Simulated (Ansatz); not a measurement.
LuSb, space group Fm-3m, the levels without and with spin-orbit coupling

Program: the Ansatz DFT code, driven from Python.

Script `soc_lusb.py`:
```python
# -*- coding: utf-8 -*-
'''What spin-orbit coupling does to the bands of LuSb.'''

import logging
import sys

import ansatz as az
from ase import Atoms

logging.basicConfig(stream=sys.stdout, format='[%(levelname)s] %(message)s')
log = logging.getLogger('run')
log.setLevel(logging.INFO)

atoms = Atoms(
    ['Lu', 'Sb'],
    scaled_positions=[
        (0.0, 0.0, 0.0),
        (0.5, 0.5, 0.5),
    ],
    cell=[
        (0.0, 3.03933085, 3.03933085),
        (3.03933085, 0.0, 3.03933085),
        (3.03933085, 3.03933085, 0.0),
    ],
    pbc=True,
)
cell = az.Crystal.from_ase(atoms)

calc = (
    cell.calculation()
    .kpoints(4, 4, 4, shift=0.5)
    .occupations('Marzari-Vanderbilt', width=0.01)
    .functional(az.Functional.LDA)
    .scf(extra_bands=4)
    .band_table()
)
for label, variant in (('scalar-relativistic', calc), ('spin-orbit', calc.spin(soc=True))):
    summary = variant.run(threads=1).report
    zero = summary['band_edges_ev'][0] if summary.get('band_edges_ev') else summary['fermi_energy_ev']
    near = [round(e - zero, 3) for e in summary['eigenvalues_ev'][0] if abs(e - zero) < 2]
    print(label)
    print('  band edges (eV):', [round(e, 3) for e in summary.get('band_edges_ev') or []] or 'none reported')
    print('  levels at k =', summary['kpoints_frac'][0], 'within 2 eV of the zero:', near)
```

```console
$ python soc_lusb.py
DeckWarning: basis.ecutwfc = 420 eV, auto-derived from the records' recommended cutoffs: set by Lu (normal level)
DeckWarning: crystal.symmetry: narrowed to the stabiliser of the k-point mesh — unitary ops 48 → 12; excluded 36 operations that carry a point of the 4×4×4 mesh (shift [0.5, 0.5, 0.5]) off the mesh (the run samples exactly the mesh kpoints.mp_grid names, as under crystal.symmetry.detect: false, and its converged state has the mesh's symmetry, not the crystal's; ε∞, the Born charges and the force constants of a linear response (`dielectric:` by the response, `phonons.method: dfpt`) are averaged [...]
scalar-relativistic
  band edges (eV): [11.962, 12.241]
  levels at k = [0.125, 0.125, 0.125] within 2 eV of the zero: [-0.661, -0.0, 0.0, 1.529, 1.529, 1.677]
DeckWarning: crystal.symmetry: narrowed to the stabiliser of the k-point mesh — unitary ops 48 → 12, anti-unitary 48 → 12; excluded 72 operations that carry a point of the 4×4×4 mesh (shift [0.5, 0.5, 0.5]) off the mesh (the run samples exactly the mesh kpoints.mp_grid names, as under crystal.symmetry.detect: false, and its converged state has the mesh's symmetry, not the crystal's; ε∞, the Born charges and the force constants of a linear response (`dielectric:` by the response, [...]
spin-orbit
  band edges (eV): [12.106, 12.253]
  levels at k = [0.125, 0.125, 0.125] within 2 eV of the zero: [-0.941, -0.941, -0.236, -0.236, 0.0, 0.0, 1.325, 1.325, 1.4, 1.4]
```
(Warnings from the package without file and line, shortened, repeats left out.)

Caveats:
- These settings explore the input space; cutoff and mesh may be short of convergence.
- The computed bands are complete only to about 1.3 eV above the Fermi level.
- Energy and stress may still move on a finer k-point mesh.
- This mesh misses the zone centre, where many direct gaps lie, so the gap can be several times too large.
- The structure comes from a database of computed cells and needn't be a stable or known phase.
- Gaps and levels are Kohn-Sham values on a finite set of k-points.
- With spin-orbit coupling each level holds one electron and, with inversion or at time-reversal points, comes in pairs; a window in energy can cut a split set.
- Wall time of the script: 3.5 s on 1 thread of Intel(R) Xeon(R) 6975P-C (Granite Rapids) (shared host), peak memory 0.6 GiB.
